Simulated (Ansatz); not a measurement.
# In (In, beta-Sn type): the cost of one run

Computed with Ansatz 0.2.0 (DFT BLYP, plane waves (420 eV) with PAW, scalar-relativistic; the PAW data stem from PBE, with regenerated cores, unless a step says otherwise).

### 1 The system as given

The structure is tetragonal, space group I4_1/amd (No. 141). Conventional cell: a = 5.859 Å, b = 5.859 Å, c = 3.199 Å, α = 90.00°, β = 90.00°, γ = 90.00°. Around In (site symmetry -4m2) lie 6 In at 3.04 to 3.20 Å.

As a file:

```xyz
2
Lattice="-2.9294 2.9294 1.5994 2.9294 -2.9294 1.5994 2.9294 2.9294 -1.5994" Properties=species:S:1:pos:R:3 pbc="T T T"
In    0.0000    0.0000    0.0000
In    0.0000    2.9294    0.7997
```

### 2 Relaxing cell and atoms

Contents of input.yaml:

```yaml
crystal:
  lattice:
    - [-2.9293900315, 2.9293900315, 1.5994469572]
    - [2.9293900315, -2.9293900315, 1.5994469572]
    - [2.9293900315, 2.9293900315, -1.5994469572]
  atoms:
    - { symbol: In, position: [0.0, 0.0, 0.0] }
    - { symbol: In, position: [0.75, 0.25, 0.5] }
hamiltonian:
  xc: blyp
  pseudopotentials:
    kind: paw
    azcp:
      In: "pseudopotentials/In.paw.azcp"
basis:
  ecutwfc: 420
  fft_grid_basis: typed
kpoints:
  mp_grid: { grid: [11, 11, 8], shift: [0, 0, 0] }
magnetization:
  spin_polarized: false
scf:
  occupations: { method: fermi_dirac, width: 0.1 }
relax:
  max_steps: 60
  f_tol: 0.01
  cell: {}
```

**Question.** How long does this run take on 2 threads of an x86-64 CPU, shared host, and how much memory does it need?

About 1.8 min, with a peak of 0.62 GiB.
